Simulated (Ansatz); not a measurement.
# GaH4+ (singlet): wave-function methods side by side at distance Ga1–H2 = 2.126 Å, cc-pVDZ

An exercise on one series of results from a longer session: the logs are not shown, and one member is left open.

Program: Ansatz 0.2.0, Gaussian basis. Level of theory: cc-pVDZ, core rule «outside noble gas», up to 14 orbitals frozen. These are calculated values, not measurements.

Plan: UHF; CCSD(T) on RHF; CCSD(T) on UHF; BCCD(T) on RHF; CISD; CCSDT(Q) on RHF; CCSDT(Q) on UHF; CASSCF and MRCISD+Q, 2 electrons in 2 orbitals; CASSCF and NEVPT2, 2 electrons in 2 orbitals; Full CI.

35 further runs of the same task are left out: 22 for a known fault of the program, 10 that didn't finish, 3 set aside as unsound or not needed.

### What is computed

The geometry derives from a PBE0/def2-TZVP stationary point (not a proven minimum). One bond is set to the value named and the two fragments are kept rigid. No spin-orbit coupling is included. The filled d shell of Ga may be among the frozen orbitals whatever the setting's name suggests; the logs give the count.

5 atoms, charge 1, spin multiplicity 1.

Atoms are counted from 1 here; the program's logs count them from 0.

Bond lengths: Ga1–H4 1.527 Å, H3–H5 0.765 Å.

Set-up of the first run:

File in.yaml:

```yaml
crystal:
  periodic: [false, false, false]
  atoms:
    - {symbol: Ga, position_ang: [0.000000, -0.008145, -0.054429]}
    - {symbol: H, position_ang: [0.000000, 2.108553, -0.253089]}
    - {symbol: H, position_ang: [0.000000, 0.374377, 2.107655]}
    - {symbol: H, position_ang: [0.000000, -1.528818, -0.197150]}
    - {symbol: H, position_ang: [0.000000, -0.390667, 2.107655]}
basis:
  gaussian: {orbitals: cc-pVDZ}
total_charge: 1
magnetization: {spin_polarized: true, initial_magnetization: 0}
hamiltonian: {xc: hf}
output: {orbitals: {seedname: orbitals}}
```

Started as:

```bash
ansatz run in.yaml --threads 1 --pin off --events-out ev --progress --plain --max-ram 2393MiB
```

Steps of the session up to this table: UHF; CCSD(T) on RHF; CCSD(T) on UHF; BCCD(T) on RHF; CISD; CCSDT(Q) on RHF; CCSDT(Q) on UHF; CASSCF and MRCISD+Q, 2 electrons in 2 orbitals; CASSCF and NEVPT2, 2 electrons in 2 orbitals; Full CI.

One table of the session follows, with a row left open; its other results are not shown here.

```
       method  from FCI (meV)
          RHF         +3144.9
          UHF         +3113.4
         RMP2          +887.1
         CISD          +210.3
        RCCSD           +59.8
     RCCSD(T)           +17.4
      BCCD(T)           +16.5
       RCCSDT            +2.1
    RCCSDT(Q)            +0.6
  CASSCF pair               ?
  NEVPT2 pair          +629.1
  MRCISD pair           +92.4
MRCISD+Q pair           -23.4
          FCI               0
```

**Question.** Estimate the row for CASSCF pair.

**Answer.** from FCI (meV): +2307.0. In the column «from FCI (meV)» it lies between RMP2 (+887.1) and UHF (+3113.4).

Not comparable, so not listed: CCSD(T) on UHF; CCSDT(Q) on UHF (they don't share determinant, frozen orbitals or solution with the rows shown, or repeat one).

To keep in mind: MRCISD+Q pair falls below full CI: the +Q correction isn't variational, and the cores differ from full CI's.
